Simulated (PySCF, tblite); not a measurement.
# C4H3F3N2S: geometry, infrared bands and NMR shifts

Wanted: the infrared bands and NMR shifts of C4H3F3N2S (`Cc1nnc(C(F)(F)F)s1`), by calculation.

The runs use tblite 0.8.0 and PySCF 2.14.0, with density-fitted response routines of our own; the level of theory stands in each step. All values are computed, except where a source is named. Atoms count from 0, in the outputs and in this text.

## 1. Starting geometry

13 atoms, charge 0, multiplicity 1; geometry from: force field or distance geometry start.

Bonds of the start (Å): C0–C1 1.47, C1–N2 1.31, N2–N3 1.37, N3–C4 1.34, C4–C5 1.48, C5–F6 1.36, C5–F7 1.36, C5–F8 1.36, C4–S9 1.73, S9–C1 1.73, C0–H10 1.10, C0–H11 1.10, C0–H12 1.11.

## 2. Optimising the geometry with GFN2-xTB

The job: settings as JSON, then the geometry in Å.

```
{"job": {"kind": "relax", "xc": "GFN2-xTB", "basis": "xTB"}, "charge": 0, "multiplicity": 1}
C     -2.658200    -0.152500     0.085700
C     -1.220800    -0.005500    -0.203900
N     -0.691700     0.303700    -1.358600
N      0.676000     0.372300    -1.337500
C      1.163900     0.086800    -0.126100
C      2.600900     0.061200     0.244400
F      2.892200     0.955200     1.233500
F      2.998500    -1.155200     0.712100
F      3.440800     0.357600    -0.786500
S     -0.054100    -0.264900     1.044500
H     -3.255600     0.047000    -0.818300
H     -2.906200    -1.166900     0.426200
H     -2.989800     0.561700     0.866700
```

The run is started by

```
OMP_NUM_THREADS=1 python probes_run.py task.json out
```

The driver reads the jobs from task.json and runs them one after another.

**Question.** This job is followed by: GFN2-xTB harmonic vibrations, gas phase; GIAO PBE0/pcSseg-1 NMR shielding, non-relativistic, gas phase. Predict these results of the whole session: strongest single infrared mode (GFN2-xTB); zero-point energy (GFN2-xTB); ¹³C shifts against TMS (PBE0/pcSseg-1); ¹H shifts against TMS (PBE0/pcSseg-1, means over atoms taken as alike); ¹⁵N shifts against NH3 (PBE0/pcSseg-1); ¹⁹F shifts against CFCl3 (PBE0/pcSseg-1, means over atoms taken as alike); ³³S shifts against CS2 (PBE0/pcSseg-1); surface potential, 1st and 99th percentile.

As calculated:

```
                                                                 quantity                          value
                                strongest single infrared mode (GFN2-xTB)          1037 cm⁻¹, 299 km/mol
                                             zero-point energy (GFN2-xTB)                  45.6 kcal/mol
                                   ¹³C shifts against TMS (PBE0/pcSseg-1)  174.8, 164.1, 129.5, 18.6 ppm
   ¹H shifts against TMS (PBE0/pcSseg-1, means over atoms taken as alike)                       3.06 ppm
                                   ¹⁵N shifts against NH3 (PBE0/pcSseg-1)               415.5, 391.3 ppm
¹⁹F shifts against CFCl3 (PBE0/pcSseg-1, means over atoms taken as alike)                      -71.6 ppm
                                   ³³S shifts against CS2 (PBE0/pcSseg-1)                        297 ppm
                                    surface potential, 1st and 99th percentile             -1.48 V and 1.45 V
```

In words: Over 25 steps the energy fell by 0.227 eV; of the close pairs, N2–N3 changed most, 1.370 to 1.314 Å. No mode is imaginary among the 33: a minimum at this level. The strongest single mode, at 1037 cm⁻¹, moves mainly C5. GFN2-xTB is a fitted tight-binding method: band positions and strengths are rough. Its intensities can rank the bands wrongly. At PBE0/pcSseg-1: Shielding is most anisotropic at N3 (span 615 ppm, paramagnetic term -474 ppm). NICS(1)zz of -26 ppm above the planar ring from C1 marks a diatropic (aromatic) ring current. At PBE0/pcSseg-1, counted by nearest atom on the grid, the HOMO lies on N2, N3 about 38 % each; S9 9 %, the LUMO on C1, C4 about 23 % each; S9 20 %.
